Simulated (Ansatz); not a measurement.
# C2H7GaGe: a ladder of functionals and wavefunction methods

One table from this session's results is given with a row withheld; the runs are named, their logs left out.

Program: Ansatz 0.2.0, Gaussian basis. Level of theory: functionals in def2-TZVPP, the program's frozen cores in correlated methods. These are calculated values, not measurements.

The runs, in order: LDA (SPW92), PBE-D4, revPBE-D4, BLYP-D4, r2SCAN-D4, B97M-V, PBE0-D4, B3LYP-D4, r2SCANh-D4, r2SCAN0-D4, HSE06-D4, BHLYP-D4, CAM-B3LYP-D4, LC-ωPBE, ωB97X-V, ωB97M-V, B2PLYP, PBE-QIDH; CCSD(T)/def2-SVP; CCSD(T)/def2-TZVPP; MP2/def2-QZVPP; extrapolation to the limit; RPA on PBE.

**The relaxed structure**

All runs share one geometry, relaxed beforehand with PBE0-D4 in a triple-zeta def2 set.

SMILES `C=[CH][GaH][GeH3]`, 11 atoms, charge 0, spin multiplicity 1.

Atoms are counted from 1 here; the program's logs count them from 0.

Bond lengths: C1–C2 1.334 Å, C1–H5 1.088 Å, C1–H6 1.088 Å, C2–Ga3 1.953 Å, C2–H7 1.089 Å, Ga3–Ge4 2.446 Å, Ga3–H8 1.573 Å, Ge4–H9 1.542 Å, Ge4–H10 1.542 Å, Ge4–H11 1.542 Å. Angles: C2–C1–H5 121.9°, C2–C1–H6 122.5°, H5–C1–H6 115.6°, C1–C2–Ga3 121.3°, C1–C2–H7 117.7°, Ga3–C2–H7 121.0°, C2–Ga3–Ge4 118.9°, C2–Ga3–H8 120.7°, Ge4–Ga3–H8 120.4°, Ga3–Ge4–H9 111.1°, Ga3–Ge4–H10 111.1°, Ga3–Ge4–H11 113.9°, H9–Ge4–H10 106.6°, H9–Ge4–H11 106.9°, H10–Ge4–H11 106.9°.

The first run:

The input, in.yaml:

```yaml
crystal:
  periodic: [false, false, false]
  atoms:
    - {symbol: C, position_ang: [-0.339022, 1.955357, 0.504640]}
    - {symbol: C, position_ang: [-0.148669, 1.007694, 1.423571]}
    - {symbol: Ga, position_ang: [0.175309, -0.848728, 0.912331]}
    - {symbol: Ge, position_ang: [0.221641, -1.430377, -1.463332]}
    - {symbol: H, position_ang: [-0.321989, 1.734666, -0.560303]}
    - {symbol: H, position_ang: [-0.519824, 2.996196, 0.766522]}
    - {symbol: H, position_ang: [-0.179052, 1.304204, 2.470921]}
    - {symbol: H, position_ang: [0.403406, -1.955969, 2.006437]}
    - {symbol: H, position_ang: [1.579604, -2.044227, -1.858618]}
    - {symbol: H, position_ang: [-0.852100, -2.485399, -1.797388]}
    - {symbol: H, position_ang: [-0.019313, -0.233427, -2.404781]}
basis:
  gaussian: {orbitals: def2-TZVPP}
hamiltonian: {xc: lda}
output: {orbitals: {seedname: orbitals}}
```

The run is started by

```sh
> ansatz run in.yaml --threads 4 --pin off --events-out ev --progress --plain --max-ram 10444MiB
```

Steps of the session up to this table: LDA; PBE-D4 (GGA); revPBE-D4 (GGA); BLYP-D4 (GGA); r2SCAN-D4 (meta-GGA); B97M-V (meta-GGA); B3LYP-D4 (hybrid); r2SCANh-D4 (hybrid); r2SCAN0-D4 (hybrid); HSE06-D4 (hybrid); BHLYP-D4 (hybrid); CAM-B3LYP-D4 (range-separated); LC-ωPBE (range-separated); ωB97X-V (range-separated); ωB97M-V (range-separated); B2PLYP (double hybrid); PBE-QIDH (double hybrid).

One table of the session follows, with a row left open; its other results are not shown here.

It belongs to the step «Frontier levels by functional». 

```
  functional  HOMO (eV)  LUMO (eV)  gap (eV)
 LDA (SPW92)      -6.46      -3.05      3.41
      PBE-D4      -6.34      -2.80      3.54
   revPBE-D4      -6.28      -2.69      3.59
     BLYP-D4      -6.19      -2.71      3.48
   r2SCAN-D4      -6.60      -2.63      3.97
      B97M-V      -6.66      -2.74      3.92
     PBE0-D4      -7.40      -1.99      5.41
    B3LYP-D4      -7.20      -2.23      4.97
  r2SCANh-D4      -6.99      -2.33      4.65
  r2SCAN0-D4      -7.57      -1.90      5.67
    HSE06-D4      -7.01      -2.36      4.65
    BHLYP-D4      -8.35      -1.18      7.17
CAM-B3LYP-D4      -8.64      -1.05      7.59
     LC-ωPBE      -9.94       0.08     10.02
     ωB97X-V          ?          ?         ?
     ωB97M-V      -9.44      -0.23      9.21
```

Q: Estimate the row for ωB97X-V from the others.

As computed: HOMO (eV): -9.61; LUMO (eV): -0.05; gap (eV): 9.56. In the column «HOMO (eV)» it lies between LC-ωPBE (-9.94) and ωB97M-V (-9.44).
